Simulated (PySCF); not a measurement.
# H8N2Si2: the cost of one run

Programs: PySCF 2.14.0, with density-fitted response routines of our own. Each step states its level of theory. These are calculated values for one molecule in the gas phase, unless marked as measured. Atoms are numbered from 0 throughout.

## Step 1: The molecule as given

12 atoms, charge 0, multiplicity 1; geometry from: GFN2-xTB. The atoms were then displaced at random by about 0.01 Å, so the start is not that level's minimum.

Bonds of the start (Å): N0–Si1 1.70, Si1–N2 1.72, N2–Si3 1.78, N0–H4 1.02, N0–H5 1.03, Si1–H6 1.47, Si1–H7 1.45, N2–H8 0.98, Si3–H9 1.47, Si3–H10 1.46, Si3–H11 1.44.

## Step 2: Geometry optimisation at PBE0-D3(BJ)/def2-SVP

Job settings and geometry (Å):

```
{"job": {"xc": "PBE0", "basis": "def2-SVP", "d3": "d3bj", "grid": 1, "shake": 0.01, "kind": "geom"}, "charge": 0, "multiplicity": 1}
N     -2.188510    -0.191390    -0.708040
Si    -0.990840     0.006560     0.488900
N      0.474060    -0.138210    -0.404760
Si     2.140050     0.087740     0.174830
H     -3.168700    -0.197870    -0.412270
H     -2.145080     0.408280    -1.543660
H     -0.898390     1.298520     1.186770
H     -1.216650    -1.074810     1.433150
H      0.408960    -0.692480    -1.208780
H      2.504430    -0.953510     1.149100
H      2.153990     1.389870     0.838720
H      2.966370     0.029030    -1.003000
```

The run is started by

```sh
> OMP_NUM_THREADS=1 python probes_run.py task.json out
```

The driver reads the jobs from task.json and runs them one after another.

Q: Estimate the wall time and peak memory of this first job on 1 thread of Arm Neoverse V1, shared host.

About 34 s, with a peak of 0.42 GiB.
